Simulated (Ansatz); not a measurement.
# Ni2Te2O: the cost of one run

Computed with Ansatz 0.2.0 (DFT PBE, scalar-relativistic, plane waves, PAW, unless a step names another level, unless a step's input says otherwise).

3 further runs of the same task are left out: 2 that didn't finish, 1 set aside as unsound or not needed. Runs told in other sessions of the task aren't counted.

### Step 1. The starting structure

Symmetry: I4/mmm, No. 139, tetragonal system. The conventional cell has a = 3.895 Å, b = 3.895 Å, c = 11.674 Å, α = 90.00°, β = 90.00°, γ = 90.00°. Ni (site symmetry mmm) has 2 O at 1.95 Å and 4 Te at 2.68 Å in its first shell of neighbours. Te (site symmetry 4mm) has 4 Ni at 2.68 Å in its first shell of neighbours. O (site symmetry 4/mmm) is surrounded by 4 Ni at 1.95 Å.

As a file:

```
Ni Te O
1.0
    -1.94743    1.94743    5.83699
     1.94743   -1.94743    5.83699
     1.94743    1.94743   -5.83699
Ni Te O
2 2 1
Cartesian
  0.0000 1.9474 0.0000
  1.9474 0.0000 0.0000
  0.0000 0.0000 9.8296
  0.0000 0.0000 1.8443
  0.0000 0.0000 5.8370
```

It came out lowest among 16 distinct ends of the trial cells. At a tolerance of 0.05 Å it has space group I4/mmm (No. 139).

### Step 2. Relaxing to 0.001 eV/Å, on the response runs' mesh and smearing

input.yaml reads:

```yaml
crystal:
  lattice:
    - [-1.9474339476, 1.9474339476, 5.8369878734]
    - [1.9474339476, -1.9474339476, 5.8369878734]
    - [1.9474339476, 1.9474339476, -5.8369878734]
  atoms:
    - { symbol: Ni, position: [0.5, 0.0, 0.5] }
    - { symbol: Ni, position: [0.0, 0.5, 0.5] }
    - { symbol: Te, position: [0.8420123201, 0.8420123201, 0.0] }
    - { symbol: Te, position: [0.1579876799, 0.1579876799, 0.0] }
    - { symbol: O, position: [0.5, 0.5, 0.0] }
basis:
  ecutwfc: 420
kpoints:
  mp_grid: { grid: [12, 12, 12] }
hamiltonian:
  xc: pbe
scf:
  occupations: { method: gaussian, width: 0.1 }
output:
  forces: true
  stress: true
  eigenvalues: true
relax:
  adjacent_minimum: "off"
  f_tol: 0.001
  max_steps: 60
  cell: { stress_tol: 0.01 }
```

Started as:

```bash
$ ansatz run input.yaml --threads 3 --pin off --max-ram 7680MiB --backend cpu --events-out ev --progress --plain --runs-dir out
```

Q: Estimate wall time and peak memory on 3 threads of Intel Xeon Platinum 8259CL at 2.50GHz (Skylake/Cascade Lake), shared host.

About 80 s, with a peak of 0.83 GiB.
